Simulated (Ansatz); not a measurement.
# EuZrF4: the cost of one run

Program: Ansatz 0.2.0. Level of theory: DFT PBE, scalar-relativistic, plane waves, PAW. These are calculated values, not measurements.

**1. The structure to begin with**

It takes space group P4/mmm (No. 123, tetragonal). The conventional cell has a = 4.192 Å, b = 4.192 Å, c = 5.956 Å, α = 90.00°, β = 90.00°, γ = 90.00°. Eu (site symmetry 4/mmm) is surrounded by 8 F at 2.60 Å. Zr (site symmetry 4/mmm) has 8 F at 2.54 Å in its first shell of neighbours. Around F (site symmetry 2mm) lie 2 Zr at 2.54 Å and 2 Eu at 2.60 Å.

Coordinates:

```xyz
6
Lattice="4.1917 0.0000 0.0000 0.0000 4.1917 0.0000 0.0000 0.0000 5.9558" Properties=species:S:1:pos:R:3 pbc="T T T"
Eu    2.0959    2.0959    0.0000
Zr    0.0000    0.0000    2.9779
F     0.0000    2.0959    1.5363
F     2.0959    0.0000    1.5363
F     0.0000    2.0959    4.4195
F     2.0959    0.0000    4.4195
```

The cell is invented: species swapped into a database cell of BaSrI4 (P4/mmm, No. 123), with Eu on the Ba sites, Zr on the Sr sites and F on the I sites. The dimensions are guesses.

**2. The guess as it stands, on a coarse mesh**

Contents of input.yaml:

```yaml
crystal:
  lattice:
    - [4.19170203, 0.0, 0.0]
    - [0.0, 4.19170203, 0.0]
    - [0.0, 0.0, 5.95579605]
  atoms:
    - { symbol: Eu, position: [0.5, 0.5, 0.0], spin: 7.0 }
    - { symbol: Zr, position: [0.0, 0.0, 0.5] }
    - { symbol: F, position: [0.0, 0.5, 0.257945] }
    - { symbol: F, position: [0.5, 0.0, 0.257945] }
    - { symbol: F, position: [0.0, 0.5, 0.742055] }
    - { symbol: F, position: [0.5, 0.0, 0.742055] }
basis:
  ecutwfc: 420
kpoints:
  mp_grid: { grid: [4, 4, 4] }
hamiltonian:
  xc: pbe
scf:
  occupations: { method: gaussian, width: 0.1 }
  lower_state_search: "off"
output:
  forces: true
  stress: true
  eigenvalues: true
  populations: true
magnetization:
  spin_polarized: true
```

Command:

```sh
$ ansatz run input.yaml --threads 1 --pin off --max-ram 2560MiB --backend cpu --events-out ev --progress --plain --runs-dir out
```

**Question.** How long does this run take on 1 thread of Arm Neoverse N1, shared host, and how much memory does it need?

About 45 s, with a peak of 0.5 GiB.
